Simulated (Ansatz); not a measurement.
# BCl₂HO with the probe Li+: a probe moved round a molecule

Aim: map the energy of BCl₂HO with the probe Li+ over two coordinates, and find its wells, ridges and stiffness.

Computed with Ansatz 0.2.0. Level: RHF/def2-TZVP.

### 1 The starting structure

5 atoms, charge 0, spin multiplicity 1.

Atoms are counted from 1 here; the program's logs count them from 0.

Bond lengths: B1–Cl2 1.759 Å, B1–Cl3 1.777 Å, B1–O4 1.352 Å, O4–H5 0.976 Å. Angles: Cl2–B1–Cl3 120.0°, Cl2–B1–O4 118.5°, Cl3–B1–O4 121.5°, B1–O4–H5 112.2°.

Geometry (Å):

```xyz
5
charge 0, multiplicity 1
B     0.2568    0.1687   -0.0644
Cl    1.9866    0.3267   -0.3445
Cl   -0.7894    1.6029   -0.1354
O    -0.2443   -1.0583    0.2022
H    -1.2097   -1.0401    0.3421
```

This geometry comes from a loose relaxation at PBE in a small basis, which is not shown.

### 2 Relaxing the molecule

input.yaml

```yaml
crystal:
  periodic: [false, false, false]
  atoms:
    - { symbol: B, position_ang: [0.256751, 0.168674, -0.064432] }
    - { symbol: Cl, position_ang: [1.986566, 0.32674, -0.344475] }
    - { symbol: Cl, position_ang: [-0.789383, 1.602939, -0.135428] }
    - { symbol: O, position_ang: [-0.244275, -1.058255, 0.20222] }
    - { symbol: H, position_ang: [-1.209659, -1.040098, 0.342116] }
basis:
  gaussian: { orbitals: def2-TZVP }
hamiltonian:
  xc: hf
output:
  forces: true
relax:
  f_tol: 0.003
  max_steps: 120
```

The run is started by

```
> ansatz run input.yaml --threads 1 --pin off --max-ram 2560MiB --backend cpu --events-out ev --progress --plain --runs-dir out
```

Log, shortened:

```text
Warning: RAYON_NUM_THREADS=1 ignored (pool sized by the plan → 1); use --threads N
[...]
Functional definition: HF
[...]
1095 factors; their error is unknown
[...]
mean field -27737.65952792 eV, -1019.3401863903 hartree, gradient 1.6e-5 eV, S^2 0.000000; 0 other end points of the search recorded, 0 dependent functions left out
[...]
reference -27737.65952792 eV, -1019.3401863903 hartree; 24, 24 occupied and 118, 118 virtual orbitals, 1095 factors
relax step   1: F+E_penalty+E_count = -27737.65952792 eV  Δ(F+E_penalty+E_count) = +0.000e0 eV  max|allowed force component| = 1.661e0 eV/Å  Δτ_max = 0.0000 Å  (33 SCF iters, accepted)
[...]
relax step   4: F+E_penalty+E_count = -27737.70713584 eV  Δ(F+E_penalty+E_count) = -1.189e-3 eV  max|allowed force component| = 4.597e-2 eV/Å  Δτ_max = 0.0178 Å  (30 SCF iters, accepted)
[...]
relax step   5: F+E_penalty+E_count = -27737.70717221 eV  Δ(F+E_penalty+E_count) = -3.637e-5 eV  max|allowed force component| = 2.525e-3 eV/Å  Δτ_max = 0.0007 Å  (31 SCF iters, accepted)
1095 factors; their error is unknown
mean field -27737.70717221 eV, -1019.3419372854 hartree, gradient 1.8e-5 eV, S^2 0.000000; 1 other end points of the search recorded, 0 dependent functions left out
[...]
reference -27737.70717221 eV, -1019.3419372854 hartree; 24, 24 occupied and 118, 118 virtual orbitals, 1095 factors
Total energy: -27737.70717221 eV, -1019.3419372854 hartree
Atom 0 at     0.250747     0.166153    -0.063117 Å, force    -0.001757    -0.001541     0.000559 eV/Å
Atom 1 at     1.975923     0.320032    -0.341909 Å, force     0.002525    -0.000070    -0.000365 eV/Å
Atom 2 at    -0.781159     1.602709    -0.136581 Å, force    -0.001212     0.001841    -0.000134 eV/Å
Atom 3 at    -0.256680    -1.031459     0.199991 Å, force    -0.001295    -0.000258     0.000166 eV/Å
Atom 4 at    -1.188830    -1.057435     0.341617 Å, force     0.001739     0.000028    -0.000225 eV/Å
Dipole moment:    -0.376106    -0.122015     0.074671 e Å
```

Run time: 13 s. Hardware: 1 thread of INTEL XEON PLATINUM 8581C at 2.10GHz (Emerald Rapids), shared host; peak memory 0.29 GiB.

The steps of the relaxation:

```csv
step,energy from step 1 (eV),largest force component (eV/Å)
1,0.0000,1.6613
2,-0.0412,0.5599
3,-0.0464,0.1024
4,-0.0476,0.0460
5,-0.0476,0.0025
```

Distances of close pairs at the start and the end, largest changes first:

```csv
bond,before (Å),after (Å),change (Å)
O4–H5,0.976,0.943,-0.032
B1–O4,1.352,1.327,-0.025
B1–Cl3,1.777,1.770,-0.006
B1–Cl2,1.759,1.754,-0.005
```

### 3 Reference: Li+ by itself, as typed

input.yaml

```yaml
crystal:
  periodic: [false, false, false]
  atoms:
    - { symbol: Li, position_ang: [0.0, 0.0, 0.0] }
total_charge: 1
basis:
  gaussian: { orbitals: def2-TZVP }
hamiltonian:
  xc: hf
```

The run is started by

```
> ansatz run input.yaml --threads 1 --pin off --max-ram 2560MiB --backend cpu --events-out ev --progress --plain --runs-dir out
```

Log:

```text
Warning: RAYON_NUM_THREADS=1 ignored (pool sized by the plan → 1); use --threads N
Engine: ansatz 0.2.0, x86_64-unknown-linux-gnu
Functional definition: HF
  exchange = exact_x
  correlation = 0
149 factors; their error is unknown
mean field evaluation 1: about -196.9118 eV, gradient 2.2e-2 eV
mean field evaluation 2: about -196.9117 eV, gradient 2.3e-2 eV
mean field evaluation 4: about -196.9117 eV, gradient 2.3e-2 eV
mean field -196.91172369 eV, -7.2363723742 hartree, gradient 2.3e-5 eV, S^2 0.000000; 0 other end points of the search recorded, 0 dependent functions left out
reference -196.91172369 eV, -7.2363723742 hartree; 1, 1 occupied and 13, 13 virtual orbitals, 149 factors
Total energy: -196.91172369 eV, -7.2363723742 hartree
```

Wall time 0.05 s (1 thread of INTEL XEON PLATINUM 8581C at 2.10GHz (Emerald Rapids), shared host); peak memory 0.074 GiB.

### 4 The grid

The probe is moved over the plane through the molecule's long axis and the normal of its main plane (x and y are the axes of that plane, centred on the molecule).

First coordinate, x of the probe's Li atom: 17 values from −4.56 Å. Second coordinate, z of the probe's Li atom: 13 values from −3.42 Å.

Nothing else is relaxed (molecule and probe rigid). Energies count from molecule and probe far apart, each relaxed in its own basis (no counterpoise correction). Points are written as (first, second).

The probe Li+ moves over a plane: the plane through the molecule's long axis and the normal of its main plane. The molecule is turned into the frame of its main axes, as the inputs below show.

Below, 1 of the grid's runs; all are launched alike.

### 5 The run at (3.42 Å, −1.14 Å)

input.yaml

```yaml
crystal:
  periodic: [false, false, false]
  atoms:
    - { symbol: B, position_ang: [0.00213, 0.110884, 4.0e-06] }
    - { symbol: Cl, position_ang: [1.481076, -0.832702, -1.0e-06] }
    - { symbol: Cl, position_ang: [-1.564374, -0.71373, -1.0e-06] }
    - { symbol: O, position_ang: [0.081168, 1.435547, -1.0e-06] }
    - { symbol: H, position_ang: [-0.743439, 1.893434, 2.8e-05] }
    - { symbol: Li, position_ang: [3.42, 0.0, -1.14] }
total_charge: 1
basis:
  gaussian: { orbitals: def2-TZVP }
hamiltonian:
  xc: hf
output:
  forces: true
```

The run is started by

```
> ansatz run input.yaml --threads 1 --pin off --max-ram 2560MiB --backend cpu --events-out ev --progress --plain --runs-dir out
```

Log, shortened:

```text
Warning: RAYON_NUM_THREADS=1 ignored (pool sized by the plan → 1); use --threads N
[...]
Functional definition: HF
[...]
1244 factors; their error is unknown
[...]
mean field -27935.36634718 eV, -1026.6057779874 hartree, gradient 1.5e-5 eV, S^2 0.000000; 0 other end points of the search recorded, 0 dependent functions left out
[...]
reference -27935.36634718 eV, -1026.6057779874 hartree; 25, 25 occupied and 131, 131 virtual orbitals, 1244 factors
Total energy: -27935.36634718 eV, -1026.6057779874 hartree
Atom 0 at     0.002130     0.110884     0.000004 Å, force    -2.153723     0.988360     0.024815 eV/Å
Atom 1 at     1.481076    -0.832702    -0.000001 Å, force     1.040595    -0.650045    -0.056570 eV/Å
Atom 2 at    -1.564374    -0.713730    -0.000001 Å, force     0.803023     0.091224     0.016556 eV/Å
Atom 3 at     0.081168     1.435547    -0.000001 Å, force     0.606070    -0.619913    -0.100493 eV/Å
Atom 4 at    -0.743439     1.893434     0.000028 Å, force    -0.142389     0.138206     0.024696 eV/Å
Atom 5 at     3.420000     0.000000    -1.140000 Å, force    -0.153575     0.052167     0.090997 eV/Å
Dipole moment:     2.414874     0.492334    -0.905836 e Å
```

It took 2.9 s on 1 thread of INTEL XEON PLATINUM 8581C at 2.10GHz (Emerald Rapids), shared host; peak memory 0.33 GiB.

That is −17.2 kcal/mol from the zero.

### 6 The map

88 points were computed, 82 more follow by symmetry, and 51 have no value (skipped by design, atoms too close, or no result). Energies in kcal/mol, from molecule and probe far apart, each relaxed in its own basis (no counterpoise correction); the table lists every other line.

| z of the probe's Li atom (Å) ↓, x of the probe's Li atom (Å) → | −4.56 | −3.42 | −2.28 | −1.14 | 0.00 | 1.14 | 2.28 | 3.42 | 4.56 |
| --- | --- | --- | --- | --- | --- | --- | --- | --- | --- |
| 3.42 | 0.0 | −1.0 | −2.0 | −1.6 | −1.8 | −4.2 | −5.8 | −5.0 | −3.6 |
| 2.85 | −0.5 | −2.6 | −4.7 | −3.4 | −2.5 | −7.0 | −9.5 | −7.3 | −4.6 |
| 2.28 | −1.3 | −5.3 | −8.3 | −3.8 | −0.3 | −8.8 | −14.4 | −10.6 | −5.9 |
| 1.71 | −2.3 | −8.3 | −1.1 | 17.8 | 25.0 | 8.9 | −12.3 | −14.5 | −7.3 |
| 1.14 | −3.3 | −9.2 | – | – | – | – | – | −17.2 | −8.7 |
| 0.57 | −4.0 | −5.6 | – | – | – | – | – | −16.7 | −9.7 |
| 0.00 | −4.3 | −2.4 | – | – | – | – | – | −15.5 | −10.1 |
| −0.57 | −4.0 | −5.6 | – | – | – | – | – | −16.7 | −9.7 |
| −1.14 | −3.3 | −9.2 | – | – | – | – | – | −17.2 | −8.7 |
| −1.71 | −2.3 | −8.3 | −1.1 | 17.8 | 25.0 | 8.9 | −12.3 | −14.5 | −7.3 |
| −2.28 | −1.3 | −5.3 | −8.3 | −3.8 | −0.3 | −8.8 | −14.4 | −10.6 | −5.9 |
| −2.85 | −0.5 | −2.6 | −4.7 | −3.4 | −2.5 | −7.0 | −9.5 | −7.3 | −4.6 |
| −3.42 | 0.0 | −1.0 | −2.0 | −1.6 | −1.8 | −4.2 | −5.8 | −5.0 | −3.6 |

The charge on the probe (e) at each point:

| z of the probe's Li atom (Å) ↓, x of the probe's Li atom (Å) → | −4.56 | −3.42 | −2.28 | −1.14 | 0.00 | 1.14 | 2.28 | 3.42 | 4.56 |
| --- | --- | --- | --- | --- | --- | --- | --- | --- | --- |
| 3.42 | 0.994 | 0.984 | 0.973 | 0.971 | 0.973 | 0.972 | 0.975 | 0.985 | 0.994 |
| 2.85 | 0.989 | 0.970 | 0.952 | 0.947 | 0.946 | 0.948 | 0.955 | 0.973 | 0.990 |
| 2.28 | 0.982 | 0.953 | 0.927 | 0.905 | 0.898 | 0.912 | 0.934 | 0.958 | 0.984 |
| 1.71 | 0.974 | 0.937 | 0.896 | 0.846 | 0.838 | 0.863 | 0.908 | 0.943 | 0.977 |
| 1.14 | 0.967 | 0.922 | – | – | – | – | – | 0.930 | 0.970 |
| 0.57 | 0.962 | 0.909 | – | – | – | – | – | 0.920 | 0.966 |
| 0.00 | 0.960 | 0.904 | – | – | – | – | – | 0.916 | 0.964 |
| −0.57 | 0.962 | 0.909 | – | – | – | – | – | 0.920 | 0.966 |
| −1.14 | 0.967 | 0.922 | – | – | – | – | – | 0.930 | 0.970 |
| −1.71 | 0.974 | 0.937 | 0.896 | 0.846 | 0.838 | 0.863 | 0.908 | 0.943 | 0.977 |
| −2.28 | 0.982 | 0.953 | 0.927 | 0.905 | 0.898 | 0.912 | 0.934 | 0.958 | 0.984 |
| −2.85 | 0.989 | 0.970 | 0.952 | 0.947 | 0.946 | 0.948 | 0.955 | 0.973 | 0.990 |
| −3.42 | 0.994 | 0.984 | 0.973 | 0.971 | 0.973 | 0.972 | 0.975 | 0.985 | 0.994 |

The largest force on an atom (eV/Å) at each point:

```tsv
z of the probe's Li atom (Å) ↓, x of the probe's Li atom (Å) →	−4.56	−3.42	−2.28	−1.14	0.00	1.14	2.28	3.42	4.56
3.42	0.82	1.01	1.11	0.98	0.82	0.98	1.09	0.99	0.80
2.85	0.99	1.32	1.55	1.44	1.24	1.44	1.52	1.27	0.96
2.28	1.18	1.70	2.13	2.22	2.28	2.23	2.08	1.62	1.13
1.71	1.38	2.12	2.79	4.24	6.26	3.93	2.72	2.01	1.32
1.14	1.57	2.50	–	–	–	–	–	2.37	1.48
0.57	1.69	2.78	–	–	–	–	–	2.62	1.59
0.00	1.74	2.89	–	–	–	–	–	2.72	1.64
−0.57	1.69	2.78	–	–	–	–	–	2.62	1.59
−1.14	1.57	2.50	–	–	–	–	–	2.37	1.48
−1.71	1.38	2.12	2.79	4.24	6.26	3.93	2.72	2.01	1.32
−2.28	1.18	1.70	2.13	2.22	2.28	2.23	2.08	1.62	1.13
−2.85	0.99	1.32	1.55	1.44	1.24	1.44	1.52	1.27	0.96
−3.42	0.82	1.01	1.11	0.98	0.82	0.98	1.09	0.99	0.80
```

### 7 Results

| quantity | value |
| --- | --- |
| lowest point | (3.42 Å, −1.14 Å) [nearest 1 Cl at 2.40 Å], −17.2 kcal/mol |
| highest computed point (blank points may lie higher) | (0.00 Å, −1.71 Å), 42.2 kcal/mol above the lowest |
| charge on the probe (e) | 0.836 at (−0.57 Å, −1.71 Å) to 0.994 at (−4.56 Å, −3.42 Å); 0.930 at the lowest point |
| largest force on an atom (eV/Å) | 0.80 at (4.56 Å, −3.42 Å) to 6.26 at (0.00 Å, −1.71 Å); 2.37 at the lowest point |
| time for the whole task | 4.6 min on 1 thread, shared host |

In words: The lowest computed point is at (3.42 Å, −1.14 Å) [nearest 1 Cl at 2.40 Å], −17.2 kcal/mol from molecule and probe far apart, each relaxed in its own basis (no counterpoise correction). The grid is coarse, so the lowest point of the scanned range may lie between grid points; coordinates that were held can hide deeper minima. The highest computed point, (0.00 Å, −1.71 Å) [nearest 1 B at 1.71 Å], lies 42.2 kcal/mol above the lowest. No counterpoise correction was made, so wells between separate parts tend to come out somewhat too deep.
